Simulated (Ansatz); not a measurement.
**GeH2Cl radical: one species, many methods**

Aim: compute GeH2Cl radical with functionals from several rungs and with coupled cluster. The yardstick is the atomisation energy at the CCSD(T) limit.

Computed with Ansatz 0.2.0, Gaussian basis. Level: functionals in def2-TZVPP, the program's frozen cores in correlated methods.

The runs, in order: LDA (SPW92), PBE-D4, revPBE-D4, BLYP-D4, r2SCAN-D4, B97M-V, PBE0-D4, B3LYP-D4, r2SCANh-D4, r2SCAN0-D4, HSE06-D4, BHLYP-D4, CAM-B3LYP-D4, LC-ωPBE, ωB97X-V, ωB97M-V, B2PLYP, PBE-QIDH; CCSD(T)/def2-SVP; CCSD(T)/def2-TZVPP; MP2/def2-QZVPP; extrapolation to the limit; RPA on PBE.

## Step 1: The geometry

An earlier PBE0-D4 in a triple-zeta def2 set relaxation fixed the geometry.

4 atoms, charge 0, spin multiplicity 2.

Atoms are counted from 1 here; the program's logs count them from 0.

Bond lengths: Cl1–Ge2 2.156 Å, Ge2–H3 1.546 Å, Ge2–H4 1.546 Å. Angles: Cl1–Ge2–H3 106.8°, Cl1–Ge2–H4 106.8°, H3–Ge2–H4 112.3°.

## Step 2: LDA

This LDA is Slater exchange with PW92 correlation.

Contents of in.yaml:

```yaml
crystal:
  periodic: [false, false, false]
  atoms:
    - {symbol: Cl, position_ang: [-1.562857, 0.305220, 0.993516]}
    - {symbol: Ge, position_ang: [0.106668, -0.451092, -0.141611]}
    - {symbol: H, position_ang: [0.072742, 0.259600, -1.514190]}
    - {symbol: H, position_ang: [1.383437, -0.113718, 0.662285]}
basis:
  gaussian: {orbitals: def2-TZVPP}
magnetization: {spin_polarized: true, initial_magnetization: 1}
hamiltonian: {xc: lda}
output: {orbitals: {seedname: orbitals}}
```

The runs that follow: PBE-D4 (GGA); revPBE-D4 (GGA); BLYP-D4 (GGA); r2SCAN-D4 (meta-GGA); B97M-V (meta-GGA); PBE0-D4 (hybrid); B3LYP-D4 (hybrid); r2SCANh-D4 (hybrid); r2SCAN0-D4 (hybrid); HSE06-D4 (hybrid); BHLYP-D4 (hybrid); CAM-B3LYP-D4 (range-separated); LC-ωPBE-D4 (range-separated); ωB97X-V (range-separated); ωB97M-V (range-separated); B2PLYP (double hybrid); PBE-QIDH (double hybrid); CCSD(T) in def2-SVP; CCSD(T) in def2-TZVPP; MP2 in def2-QZVPP; RPA on PBE orbitals.

**Question.** What will the summary of the whole plan be? Wanted: atomisation energy, CCSD(T)/CBS; farthest beyond LDA; mean size of error, GGA; mean size of error, meta-GGA; mean size of error, hybrid; mean size of error, range-separated; mean size of error, double hybrid; gap, smallest and largest; T1 diagnostic.

**Answer**, as computed:

| quantity | value |
| --- | --- |
| atomisation energy, CCSD(T)/CBS | 910.7 kJ/mol |
| functionals within 9.1 kJ/mol (1.0 %) | PBE-D4, PBE0-D4, B3LYP-D4, r2SCAN0-D4, HSE06-D4, CAM-B3LYP-D4, ωB97M-V, PBE-QIDH |
| farthest beyond LDA | B97M-V (+29.5 kJ/mol) |
| mean size of error, GGA | 11.3 kJ/mol |
| mean size of error, meta-GGA | 23.9 kJ/mol |
| mean size of error, hybrid | 8.9 kJ/mol |
| mean size of error, range-separated | 7.6 kJ/mol |
| mean size of error, double hybrid | 9.3 kJ/mol |
| gap, smallest and largest | 0.95 eV (LDA (SPW92)), 8.38 eV (LC-ωPBE) |
| T1 diagnostic | 0.0124 |
| triples share of the correlation energy | 3.7 % |

**Reading.** LDA overbinds by 132.4 kJ/mol (15 %). PBE-D4 is off by +3.4 kJ/mol. Double hybrids carry the basis error of their MP2 part in triple zeta, and no dispersion term here, so their miss is partly the set-up's. The rungs range-separated, hybrid miss on average by less than the doubt on the reference (9.1 kJ/mol), so they tie; meta-GGA functionals have the largest mean beyond LDA (23.9 kJ/mol). The reference freezes the cores and leaves out relativity and excitations past (T), and its outer-core shells are covered unevenly, so misses under about 9.1 kJ/mol can't be ranked. Hartree-Fock recovers 74 % of the binding; the rest is correlation. CCSD(T) in def2-SVP is off by -74.6 kJ/mol, more than most functionals: a good method in a small basis is no reference. Orbital gaps span 0.9 to 8.4 eV; exact exchange widens them. Correlated methods include outer-core shells of Ge, which these sets cover unevenly.
